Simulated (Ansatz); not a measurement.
**NiF+ (singlet): the correlation ladder, def2-TZVPP**

An exercise on one series of results from a longer session: the logs are not shown, and one member is left open.

The runs use Ansatz 0.2.0, Gaussian basis; def2-TZVPP, core rule «outside noble gas», up to 10 orbitals frozen.

To be run: UHF; CCSD(T) on RHF; CCSD(T) on UHF; CCSDT(Q) on RHF; CCSDT(Q) on UHF.

8 further runs of the same task are left out: 3 for a known fault of the program, 5 set aside as unsound or not needed.

### What is computed

The geometry is a PBE0/def2-TZVP stationary point (not a proven minimum) of the parent state, kept for this charge and spin.

2 atoms, charge 1, spin multiplicity 1.

Atoms are counted from 1 here; the program's logs count them from 0.

Bond lengths: Ni1–F2 1.769 Å.

Geometry (Å):

```
Ni    0.00000    0.00000    0.00000
F     0.00000    0.00000    1.76880
```

Set-up of the first run:

Contents of in.yaml:

```yaml
crystal:
  periodic: [false, false, false]
  atoms:
    - {symbol: Ni, position_ang: [0.000000, 0.000000, 0.000000]}
    - {symbol: F, position_ang: [0.000000, 0.000000, 1.768800]}
basis:
  gaussian: {orbitals: def2-TZVPP}
total_charge: 1
magnetization: {spin_polarized: true, initial_magnetization: 0}
hamiltonian: {xc: hf}
output: {orbitals: {seedname: orbitals}}
```

Command:

```bash
$ ansatz run in.yaml --threads 1 --pin off --events-out ev --progress --plain --max-ram 4096MiB --backend cpu
```

Steps of the session up to this table: UHF; CCSD(T) on RHF; CCSD(T) on UHF; CCSDT(Q) on RHF; CCSDT(Q) on UHF.

One table of the session follows, with a row left open; its other results are not shown here.

```
   method  from RCCSDT(Q) (kJ/mol)
      RHF                  +1630.9
     RMP2                   +100.3
     UMP2                    +22.7
    RCCSD                    +90.6
    UCCSD                    +19.4
 RCCSD(T)                        ?
 UCCSD(T)                    -48.4
   RCCSDT                    +12.6
   UCCSDT                    -71.5
RCCSDT(Q)                        0
UCCSDT(Q)                    -87.6
```

**Question.** Estimate the row for RCCSD(T).

The run gave: from RCCSDT(Q) (kJ/mol): +12.4. In the column «from RCCSDT(Q) (kJ/mol)» it lies between RCCSDT(Q) (0) and RCCSDT (+12.6).

Left out of the table: UHF (another determinant or state than the rows shown).

Caveats from the session: The determinant is far from a pure spin state, so its energy mixes those of several spin states (harmless only where they are near-degenerate, as at dissociation). The program flags UCCSD(T), UCCSDT(Q) as in doubt, so those rows may rest on another solution; read them beside their warnings. Warnings: restricted reference is unstable; spin contamination; coupled cluster took another determinant than the lowest; large T1 diagnostic. Restricted and unrestricted rows rest on different reference determinants; where their highest levels disagree by more than a few hundredths of an eV, they describe different states and don't form one ladder.
